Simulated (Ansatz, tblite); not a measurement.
# The cluster Al₆V−: rung by rung

Aim: run the singlet of the cluster Al₆V− at one geometry on many levels, and compare frontier levels, spin and run time.

The runs use Ansatz 0.2.0, Gaussian basis; as each input shows.

Levels to be run: GFN2-xTB, PBE-D4/def2-TZVPD, r2SCAN-D4/def2-TZVPD, PBE-QIDH/def2-TZVPD, revPBE-D4/def2-TZVPD, CAM-B3LYP-D4/def2-TZVPD, HF/STO-3G, CCSD(T)/def2-SVPD, MP2/def2-TZVPD.

1 further run of the same task is left out (set aside as unsound or not needed).

### 1 The geometry

The geometry is that of the singlet, from an earlier relaxation (r2SCAN-D4/def2-SVPD). At that level it is the lowest of the isomers that a small search found.

7 atoms, charge -1, spin multiplicity 1.

Bond lengths: V1–Al2 2.430 Å, V1–Al4 2.430 Å, V1–Al5 2.513 Å, V1–Al6 2.513 Å, Al2–Al3 2.707 Å, Al2–Al5 2.666 Å, Al2–Al6 2.666 Å, Al2–Al7 2.707 Å, Al3–Al4 2.707 Å, Al3–Al7 2.598 Å, Al4–Al5 2.666 Å, Al4–Al6 2.666 Å, Al4–Al7 2.707 Å. Angles: Al2–V1–Al4 71.3°, Al2–V1–Al5 65.2°, Al2–V1–Al6 65.2°, Al4–V1–Al5 65.2°, Al4–V1–Al6 65.2°, Al5–V1–Al6 118.0°, V1–Al2–Al3 105.5°, V1–Al2–Al5 58.9°, V1–Al2–Al6 58.9°, V1–Al2–Al7 105.5°, Al3–Al2–Al5 60.9°, Al3–Al2–Al6 106.8°, Al3–Al2–Al7 57.3° and more.

Coordinates:

```xyz
7

V     0.4004    1.9574    0.4272
Al    1.3578   -0.2723    0.3037
Al   -0.0411   -1.5554   -1.6266
Al   -1.3309    0.4040   -0.2750
Al    0.6759    1.0580   -1.9037
Al   -0.3827    0.3754    2.2165
Al   -0.6795   -1.9670    0.8578
```

No spin-orbit coupling is included. The ion is computed in the gas phase, without counter-ions or solvent.

PBE0-D4/def2-TZVPD was run before; its log isn't repeated, and its numbers join the tables.

### 2 GFN2-xTB

Tight binding, by tblite at 300 K electronic temperature and without a spin-polarisation term:

```python
tblite.interface.Calculator('GFN2-xTB', numbers, positions, charge=-1, uhf=0).singlepoint()
```

Energy -218.4973 eV, HOMO -0.70 eV, LUMO -0.66 eV; 0.35 s.

### 3 PBE-D4/def2-TZVPD

start.molden holds the orbitals of an earlier run on this state, given as this run's starting guess.

in.yaml

```yaml
crystal:
  periodic: [false, false, false]
  atoms:
    - {symbol: V, position_ang: [0.400434, 1.957402, 0.427171]}
    - {symbol: Al, position_ang: [1.357806, -0.272306, 0.303747]}
    - {symbol: Al, position_ang: [-0.041130, -1.555426, -1.626570]}
    - {symbol: Al, position_ang: [-1.330864, 0.404036, -0.274994]}
    - {symbol: Al, position_ang: [0.675866, 1.057974, -1.903654]}
    - {symbol: Al, position_ang: [-0.382656, 0.375364, 2.216452]}
    - {symbol: Al, position_ang: [-0.679456, -1.967045, 0.857849]}
basis:
  gaussian: {orbitals: def2-TZVPD, initial_orbitals: start.molden}
total_charge: -1
hamiltonian: {xc: pbe, dispersion: d4}
scf: {omitted_lower_state_checks: [starts]}
output: {forces: true, orbitals: {seedname: orbitals}}
```

Launch:

```console
$ ansatz run in.yaml --threads 4 --pin off --events-out ev --progress --plain --max-ram 4787MiB
```

Further steps of the session: r2SCAN-D4/def2-TZVPD; PBE-QIDH/def2-TZVPD; revPBE-D4/def2-TZVPD; CAM-B3LYP-D4/def2-TZVPD; HF/STO-3G; CCSD(T)/def2-SVPD; MP2/def2-TZVPD.

Q: Predict the results of all the runs planned. Wanted: gap in def2-TZVPD, named functionals, smallest and largest; correlation energy, CCSD(T)/def2-SVPD; correlation energy, MP2/def2-TZVPD.

As calculated:

| quantity | value |
| --- | --- |
| gap in def2-TZVPD, named functionals, smallest and largest | 0.71 eV (PBE-D4), 3.59 eV (CAM-B3LYP-D4) |
| correlation energy, CCSD(T)/def2-SVPD | -27.91 eV |
| correlation energy, MP2/def2-TZVPD | -27.33 eV |

What this shows: Over the named functionals in def2-TZVPD the gap runs from 0.71 eV (PBE-D4) to 3.59 eV (CAM-B3LYP-D4); exact exchange widens it. Notes on CCSD(T)/def2-SVPD and its Hartree-Fock reference, which MP2 shares: large T1 diagnostic, restricted state is unstable towards broken spin symmetry, state flagged by the program.
